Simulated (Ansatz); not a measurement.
# LiSi2B3: the cost of one run

Method: DFT PBE, scalar-relativistic, plane waves, PAW, in Ansatz 0.2.0.

## 1. The structure to begin with

The structure is hexagonal, space group P-6m2 (No. 187). Conventional cell: a = 4.059 Å, b = 4.059 Å, c = 4.871 Å, α = 90.00°, β = 90.00°, γ = 120.00°. Around Li (site symmetry -6m2) lie 6 B at 2.40 Å. Around Si (site symmetry 3m) lie 1 B at 1.17 Å. B (site symmetry 3m) has 1 B at 1.02 Å and 1 Si at 1.17 Å as nearest neighbours. B (site symmetry -6m2) is surrounded by 6 Si at 2.46 Å.

Structure file:

```cif
data_structure
_symmetry_space_group_name_H-M 'P 1'
_symmetry_Int_Tables_number 1
_cell_length_a 4.0591
_cell_length_b 4.0591
_cell_length_c 4.8705
_cell_angle_alpha 90.000
_cell_angle_beta 90.000
_cell_angle_gamma 120.000
_cell_volume 69.50
loop_
_atom_site_label
_atom_site_type_symbol
_atom_site_fract_x
_atom_site_fract_y
_atom_site_fract_z
_atom_site_occupancy
Li1 Li 0.00000 0.00000 0.50000 1
Si1 Si 0.33333 0.66667 0.84485 1
Si2 Si 0.33333 0.66667 0.15515 1
B1 B 0.33333 0.66667 0.39482 1
B2 B 0.33333 0.66667 0.60518 1
B3 B 0.66667 0.33333 0.00000 1
```

The cell is invented: random cell by space group and Wyckoff sites (P-6m2, No. 187). Its size is a rough estimate.

## 2. A first look at the guess

Input file input.yaml:

```yaml
crystal:
  lattice:
    - [4.05908853, 0.0, 0.0]
    - [-2.02954426, 3.51527378, 0.0]
    - [0.0, 0.0, 4.87050219]
  atoms:
    - { symbol: Li, position: [0.0, 0.0, 0.5] }
    - { symbol: Si, position: [0.33333333, 0.66666667, 0.84484916] }
    - { symbol: Si, position: [0.33333333, 0.66666667, 0.15515084] }
    - { symbol: B, position: [0.33333333, 0.66666667, 0.3948193] }
    - { symbol: B, position: [0.33333333, 0.66666667, 0.6051807] }
    - { symbol: B, position: [0.66666667, 0.33333333, 0.0] }
basis:
  ecutwfc: 420
kpoints:
  mp_grid: { grid: [6, 6, 4] }
hamiltonian:
  xc: pbe
scf:
  occupations: { method: gaussian, width: 0.1 }
  lower_state_search: "off"
output:
  forces: true
  stress: true
  eigenvalues: true
```

Run with:

```sh
> ansatz run input.yaml --threads 1 --pin off --max-ram 2560MiB --backend cpu --events-out ev --progress --plain --runs-dir out
```

**Question.** How long does this run take on 1 thread of AMD EPYC 9R45 (Zen 5), shared host, and how much memory does it need?

About 1 s, with a peak of 0.4 GiB.
